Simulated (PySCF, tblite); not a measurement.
**C4H11B2N: geometry, infrared bands and NMR shifts**

Wanted: the infrared bands and NMR shifts of C4H11B2N (`BN(C)BCC=C`), by calculation.

Programs: tblite 0.8.0 and PySCF 2.14.0, with density-fitted response routines of our own. Each step states its level of theory. These are calculated values for one molecule in the gas phase, unless marked as measured. Atoms are numbered from 0 throughout.

## 1. The molecule as given

18 atoms, charge 0, multiplicity 1; geometry from: force field or distance geometry start.

Bonds of the start (Å): B0–N1 1.51, N1–C2 1.44, N1–B3 1.52, B3–C4 1.57, C4–C5 1.48, C5–C6 1.34, B0–H7 1.20, B0–H8 1.17, C2–H9 1.13, C2–H10 1.09, C2–H11 1.13, B3–H12 1.17, C4–H13 1.10, C4–H14 1.13, C5–H15 1.09, C6–H16 1.06, C6–H17 1.09.

## 2. Relaxing the molecule with GFN2-xTB

Job settings and geometry (Å):

```
{"job": {"kind": "relax", "xc": "GFN2-xTB", "basis": "xTB"}, "charge": 0, "multiplicity": 1}
B     -1.336400     1.413700     0.176000
N     -1.516200     0.071300    -0.502100
C     -2.658500    -0.654400    -0.021300
B     -0.213400    -0.714800    -0.404300
C      0.963600    -0.048200     0.400400
C      2.302800    -0.569300     0.043600
C      3.215200     0.274700    -0.449300
H     -1.896500     2.333200    -0.342900
H     -1.114700     1.539500     1.319700
H     -3.224500    -0.073500     0.765100
H     -2.369900    -1.648800     0.314900
H     -3.386800    -0.700500    -0.886600
H     -0.185800    -1.766800    -0.913200
H      0.806000    -0.187000     1.481100
H      0.962800     1.035900     0.089000
H      2.535800    -1.623900     0.207800
H      4.207500     0.015700    -0.725700
H      2.900300     1.309400    -0.563900
```

The run is started by

```
$ OMP_NUM_THREADS=1 python probes_run.py task.json out
```

The driver reads the jobs from task.json and runs them one after another.

**Question.** This job is followed by: GFN2-xTB harmonic vibrations, gas phase; GIAO PBE0/pcSseg-1 NMR shielding, non-relativistic, gas phase. What will the session give for the following? strongest single infrared mode (GFN2-xTB); zero-point energy (GFN2-xTB); 13C shifts against TMS (PBE0/pcSseg-1); 1H shifts against TMS (PBE0/pcSseg-1, means over atoms taken as alike); 11B shifts against BF3·OEt2 (PBE0/pcSseg-1); 15N shifts against NH3 (PBE0/pcSseg-1).

The runs gave:

| quantity | value |
| --- | --- |
| strongest single infrared mode (GFN2-xTB) | 1366 cm⁻¹, 406 km/mol |
| zero-point energy (GFN2-xTB) | 91.8 kcal/mol |
| 13C shifts against TMS (PBE0/pcSseg-1) | 147.6, 118.8, 49.9, 34.3 ppm |
| 1H shifts against TMS (PBE0/pcSseg-1, means over atoms taken as alike) | 6.50, 5.74, 5.68, 5.17, 5.12, 3.58, 2.12 ppm |
| 11B shifts against BF3·OEt2 (PBE0/pcSseg-1) | 55.5, 50.1 ppm |
| 15N shifts against NH3 (PBE0/pcSseg-1) | 190.7 ppm |

The optimisation took 121 steps and gained 1.892 eV; among the close pairs (by a distance rule), N1–B3 changed most, from 1.525 to 1.420 Å. The lowest mode is imaginary (50i cm⁻¹), so the xTB geometry is not a minimum. The strongest single mode, at 1366 cm⁻¹, has its largest shares on N1, B0 and B3 (the list is cut at 3 atoms). Unscaled tight-binding wavenumbers are off by several per cent, some by more. Its intensities can rank the bands wrongly. The most deshielded carbon is C5 (alkene CH), at 147.6 ppm: as expected for a trigonal carbon in a double bond. H15 (hydrogen on an alkene CH) lies farthest downfield among hydrogen, at 6.50 ppm; attached to an sp2 carbon and in the plane of the double bond. At PBE0/pcSseg-1: The largest span, 353 ppm, is at N1, where the paramagnetic term is -247 ppm.
